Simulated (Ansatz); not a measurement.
**CH8O2Si2: geometry optimisation**

What shape does CH8O2Si2 take? The plan is to relax it.

Program: Ansatz 0.2.0, Gaussian basis. Level of theory: RKS PBE0-D4/def2-TZVP. These are calculated values, not measurements.

Plan: relaxation at PBE0-D4/def2-TZVP.

1 further run of the same task is left out (set aside as unsound or not needed).

### 1 Where the work starts

SMILES `C[SiH2][SiH](O)O`, 13 atoms, charge 0, spin multiplicity 1.

Atoms are counted from 1 here; the program's logs count them from 0.

Bond lengths: C1–Si2 1.906 Å, C1–H6 1.085 Å, C1–H7 1.086 Å, C1–H8 1.087 Å, Si2–Si3 2.296 Å, Si2–H9 1.476 Å, Si2–H10 1.471 Å, Si3–O4 1.622 Å, Si3–O5 1.642 Å, Si3–H11 1.474 Å, O4–H12 0.954 Å, O5–H13 0.951 Å. Angles: Si2–C1–H6 110.9°, Si2–C1–H7 111.5°, Si2–C1–H8 112.0°, H6–C1–H7 107.4°, H6–C1–H8 107.3°, H7–C1–H8 107.5°, C1–Si2–Si3 110.6°, C1–Si2–H9 106.0°, C1–Si2–H10 107.1°, Si3–Si2–H9 114.6°, Si3–Si2–H10 112.3°, H9–Si2–H10 105.7°, Si2–Si3–O4 104.2°, Si2–Si3–O5 114.2°, Si2–Si3–H11 118.2°, O4–Si3–O5 104.4°, O4–Si3–H11 109.1°, O5–Si3–H11 105.8° and more.

As a file:

```xyz
13

C     0.0371    2.1000   -0.4027
Si   -0.4914    0.3504   -0.9425
Si    0.4520   -1.2359    0.4241
O     0.0290   -2.6475   -0.2542
O    -0.1947   -1.2975    1.9317
H    -0.3598    2.8505   -1.0785
H     1.1182    2.2061   -0.3980
H    -0.3192    2.3424    0.5953
H    -1.9674    0.3554   -0.9523
H    -0.0847    0.1904   -2.3474
H     1.9130   -1.2111    0.6145
H    -0.0206   -3.4380    0.2780
H    -0.1116   -0.5652    2.5321
```

The start is a GFN2-xTB geometry.

### 2 Relaxation at PBE0-D4/def2-TZVP

The input, in.yaml:

```yaml
crystal:
  periodic: [false, false, false]
  atoms:
    - {symbol: C, position_ang: [0.037110, 2.099950, -0.402660]}
    - {symbol: Si, position_ang: [-0.491360, 0.350380, -0.942500]}
    - {symbol: Si, position_ang: [0.452020, -1.235880, 0.424100]}
    - {symbol: O, position_ang: [0.029050, -2.647460, -0.254190]}
    - {symbol: O, position_ang: [-0.194710, -1.297530, 1.931650]}
    - {symbol: H, position_ang: [-0.359830, 2.850480, -1.078530]}
    - {symbol: H, position_ang: [1.118240, 2.206140, -0.398020]}
    - {symbol: H, position_ang: [-0.319210, 2.342370, 0.595280]}
    - {symbol: H, position_ang: [-1.967380, 0.355380, -0.952270]}
    - {symbol: H, position_ang: [-0.084710, 0.190430, -2.347450]}
    - {symbol: H, position_ang: [1.912980, -1.211130, 0.614530]}
    - {symbol: H, position_ang: [-0.020600, -3.437970, 0.277980]}
    - {symbol: H, position_ang: [-0.111610, -0.565160, 2.532090]}
basis:
  gaussian: {orbitals: def2-TZVP}
hamiltonian: {xc: pbe0, dispersion: d4}
relax: {f_tol: 0.005, max_steps: 150}
```

Command:

```bash
$ ansatz run in.yaml --threads 2 --pin off --events-out ev --progress --plain --max-ram 32768MiB --backend cuda --devices 0, --max-vram 18GiB
```

Before running them: what should the planned runs give, taken together? Wanted: point group; shift from the start; total energy; dispersion term; dipole moment.

As calculated:

```
                  quantity           value
               point group              C1
                     steps              28
shift from the start (rms)         0.315 Å
              total energy  -21010.1367 eV
           dispersion term        -237 meV
             dipole moment          2.31 D
```

**Reading.** The atoms moved 0.31 Å (rms) from the start; the bond that changed most is Si2–Si3, from 2.296 to 2.337 Å. No vibrations were run, so it is not proven to be a minimum. The largest Mulliken charge, -0.52 e, sits on O5.
